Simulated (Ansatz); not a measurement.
# NbZn3: the cost of one run

Method: DFT PBEsol, scalar-relativistic, plane waves, PAW, in Ansatz 0.2.0.

## Step 1: The structure to begin with

The structure is cubic, space group Pm-3m (No. 221). The conventional cell has a = 3.934 Å, b = 3.934 Å, c = 3.934 Å, α = 90.00°, β = 90.00°, γ = 90.00°. Nb (site symmetry m-3m) is surrounded by 12 Zn at 2.78 Å. Zn (site symmetry 4/mmm) is surrounded by 4 Nb at 2.78 Å and 8 Zn at 2.78 Å.

Structure file:

```cif
data_structure
_symmetry_space_group_name_H-M 'Pm-3m'
_symmetry_Int_Tables_number 221
_cell_length_a 3.9340
_cell_length_b 3.9340
_cell_length_c 3.9340
_cell_angle_alpha 90.000
_cell_angle_beta 90.000
_cell_angle_gamma 90.000
_cell_volume 60.88
loop_
_atom_site_label
_atom_site_type_symbol
_atom_site_symmetry_multiplicity
_atom_site_Wyckoff_symbol
_atom_site_fract_x
_atom_site_fract_y
_atom_site_fract_z
_atom_site_occupancy
Nb1 Nb 1 a 0.00000 0.00000 0.00000 1
Zn1 Zn 3 c 0.00000 0.50000 0.50000 1
```

The structure comes from the Crystallography Open Database.

## Step 2: The base run

input.yaml reads:

```yaml
crystal:
  lattice:
    - [3.934, 0.0, 0.0]
    - [0.0, 3.934, 0.0]
    - [0.0, 0.0, 3.934]
  atoms:
    - { symbol: Nb, position: [0.0, 0.0, 0.0] }
    - { symbol: Zn, position: [0.0, 0.5, 0.5] }
    - { symbol: Zn, position: [0.5, 0.0, 0.5] }
    - { symbol: Zn, position: [0.5, 0.5, 0.0] }
basis:
  ecutwfc: 500
  fft_grid_basis: typed
kpoints:
  mp_grid: { grid: [8, 8, 8] }
hamiltonian:
  xc: pbesol
scf:
  occupations: { method: gaussian, width: 0.05 }
output:
  forces: true
  stress: true
  eigenvalues: true
  bader: true
  write_density: true
  volumetric_format: npy
  elf: true
```

On the command line:

```bash
ansatz run input.yaml --threads 1 --pin off --max-ram 2560MiB --backend cpu --events-out ev --progress --plain --runs-dir out
```

Q: Estimate wall time and peak memory on 1 thread of Intel Xeon 6975P-C (Granite Rapids), shared host.

About 16 s, with a peak of 0.43 GiB.
